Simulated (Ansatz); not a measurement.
Run this with the Ansatz DFT code, driven from Python and show what comes out.

`robust.py`:
```python
import logging
import sys
import warnings

import ansatz as az

logging.basicConfig(stream=sys.stdout, format="%(levelname)s %(message)s")
logger = logging.getLogger("ansatz_job")
logger.setLevel(logging.INFO)


def main() -> None:
    lattice = az.Lattice.of(
        (4.788004, 0.0, 0.0),
        (0.0, 4.866582, 0.0),
        (0.0, 0.0, 3.240898),
    )
    sites = [
        ("Sn", (0.5, 0.5, 0.5)),
        ("Sn", (0.0, 0.0, 0.0)),
        ("O", (0.291855, 0.321042, 0.0)),
        ("O", (0.791855, 0.178958, 0.5)),
        ("O", (0.208145, 0.821042, 0.5)),
        ("O", (0.708145, 0.678958, 0.0)),
    ]
    xtal = az.Crystal(lattice=lattice)
    for symbol, position in sites:
        xtal = xtal.atom(symbol, position)

    calculation = (
        xtal.calculation()
        .scf(extra_bands=6, self_checks="high")
        .functional("PBEsol")
        .mixing("broyden", preconditioner="resta")
        .accuracy("medium")
        .kpoints(mesh=(2, 2, 3), shift=0.5)
    )

    warnings.simplefilter("ignore")
    summary = None
    try:
        done = calculation.occupations("fixed").scf(max_iterations=60).band_table().run()
        kinds = {n["data"]["kind"] for n in done.notices if n["data"].get("severity") != "audit"}
        print("fixed occupations: gap by band count", round(done.report["gap_by_band_count_ev"], 3), "eV, notices", sorted(kinds))
        if done.report["gap_by_band_count_ev"] > 0.1:
            summary = done.report
    except az.AnsatzError as error:
        print(type(error).__name__, "under fixed occupations:", str(error)[:140])
    if summary is None:
        summary = calculation.occupations("fermi_dirac", width=0.1).run().report
        print("smeared: TS =", round(summary["entropy_ts_ev"], 5), "eV")
    logger.info(f"F = {summary['free_energy_ev']:.5f} eV")


if __name__ == "__main__":
    main()
```

```console
$ python robust.py
fixed occupations: gap by band count 3.755 eV, notices []
INFO F = -14143.06694 eV
```

What to keep in mind:
- These settings explore the input space; cutoff and mesh may be short of convergence.
- Semilocal gaps usually lie well under measured ones.
- The k-point mesh is coarse, and energy and stress weren't tested for convergence.
- This mesh misses the zone centre, where many direct gaps lie, so the gap can be several times too large.
- The structure comes from a database of computed cells and needn't be a stable or known phase.
- Levels are Kohn-Sham eigenvalues on this mesh, without spin-orbit coupling.
- Wall time of the script: 1.2 s on 1 thread of Arm Neoverse V2, with other jobs on the host, peak memory 0.33 GiB.
